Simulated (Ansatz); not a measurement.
# BH₃ + C₂H₆: a complex and its separated parts

Aim: how far the complex at one end of a reaction step lies below its separated, relaxed parts, level by level.

Program: Ansatz 0.2.0, Gaussian basis. Level of theory: PBE0-D4/def2-TZVP structures, single points in def2-TZVPP, no counterpoise correction. These are calculated values, not measurements.

Levels: SPW92, PBE-D4, BLYP-D4, r2SCAN-D4, B97M-V, PBE0-D4, B3LYP-D4, r2SCAN0-D4, BHLYP-D4, CAM-B3LYP-D4, wB97X-V, wB97M-V, B2PLYP, PBE-QIDH, RPA on PBE, Hartree-Fock, MP2, CCSD, CCSD(T).

Correlated methods freeze the cores. B3LYP uses VWN-RPA correlation. B2PLYP carries no dispersion term here.

78 further runs of the same task are left out: 78 set aside as unsound or not needed.

## 1. Where the work starts

The complex: 12 atoms, charge 0, spin multiplicity 1.

Atoms are counted from 1 here; the program's logs count them from 0.

Bond lengths: B1–H4 1.194 Å, B1–H5 1.194 Å, B1–H7 1.198 Å, C2–C3 1.514 Å, C2–H6 1.116 Å, C2–H8 1.093 Å, C2–H9 1.089 Å, C3–H10 1.092 Å, C3–H11 1.092 Å, C3–H12 1.092 Å. Angles: H4–B1–H5 120.1°, H4–B1–H7 119.1°, H5–B1–H7 119.3°, C3–C2–H6 109.7°, C3–C2–H8 112.8°, C3–C2–H9 112.5°, H6–C2–H8 103.0°, H6–C2–H9 110.4°, H8–C2–H9 108.0°, C2–C3–H10 110.6°, C2–C3–H11 111.5°, C2–C3–H12 111.1°, H10–C3–H11 107.7°, H10–C3–H12 107.8°, H11–C3–H12 107.9°.

As a file:

```
B    -0.55755    1.78918    0.43488
C     0.59299   -0.27338   -0.47124
C    -0.01857   -1.57602   -0.00240
H    -1.59454    1.25422    0.18040
H    -0.04178    2.50723   -0.36819
H     0.56396    0.47518    0.35575
H    -0.17396    1.80729    1.56990
H     1.66078   -0.35953   -0.68754
H     0.10127    0.12216   -1.35818
H     0.07560   -2.34483   -0.77278
H     0.47228   -1.94717    0.89945
H    -1.08028   -1.45433    0.21974
```

Its parts: BH₃ holds atoms 1, 4, 5, 7; C₂H₆ holds atoms 2, 3, 6, 8, 9, 10, 11, 12. Each part counts its atoms afresh in its own runs.

## 2. Relaxing BH₃ alone

The input, relax-a/in.yaml:

```yaml
crystal:
  periodic: [false, false, false]
  atoms:
    - {symbol: B, position_ang: [-0.557548, 1.789180, 0.434877]}
    - {symbol: H, position_ang: [-1.594535, 1.254218, 0.180403]}
    - {symbol: H, position_ang: [-0.041784, 2.507231, -0.368188]}
    - {symbol: H, position_ang: [-0.173962, 1.807287, 1.569904]}
basis:
  gaussian: {orbitals: def2-TZVP}
hamiltonian: {xc: pbe0, dispersion: d4}
relax: {f_tol: 0.005, max_steps: 200}
```

The run is started by

```
> ansatz run in.yaml --threads 2 --pin off --events-out ev --progress --plain --max-ram 4352MiB
```

After this run come: Relaxing C₂H₆ alone; SPW92/def2-TZVPP; PBE-D4/def2-TZVPP; BLYP-D4/def2-TZVPP; r2SCAN-D4/def2-TZVPP; B97M-V/def2-TZVPP; PBE0-D4/def2-TZVPP; B3LYP-D4/def2-TZVPP; r2SCAN0-D4/def2-TZVPP; BHLYP-D4/def2-TZVPP; CAM-B3LYP-D4/def2-TZVPP; wB97X-V/def2-TZVPP; wB97M-V/def2-TZVPP; B2PLYP/def2-TZVPP; PBE-QIDH/def2-TZVPP; RPA on PBE/def2-TZVPP; CCSD(T)/def2-TZVPP; Vibrations of BH₃; Vibrations of C₂H₆.

Q: Predict the outcome of this session. Wanted: complex less parts, CCSD(T)/def2-TZVPP; with zero-point energy; largest T1 diagnostic.

As calculated:

```
                              quantity        value
complex less parts, CCSD(T)/def2-TZVPP  -4.1 kJ/mol
                with zero-point energy  +4.3 kJ/mol
                 largest T1 diagnostic        0.009
```

**Reading.** At CCSD(T) the complex lies 4.1 kJ/mol below its parts. wB97X-V is the best functional here (-0.9 kJ/mol from CCSD(T)); SPW92 is the worst (-39.7 kJ/mol). By rung, the mean size of the error is: LDA 39.7, GGA 10.3, meta-GGA 7.1, hybrid 5.5, range-separated hybrid 2.0, double hybrid 3.4 kJ/mol. PBE-D4 gives a relative energy 15.9 kJ/mol too low, an error of 389 % of the reference. No counterpoise was applied, and triple zeta lacks some correlation, so the CCSD(T) reference has a basis error of its own, and close matches with it are partly luck.
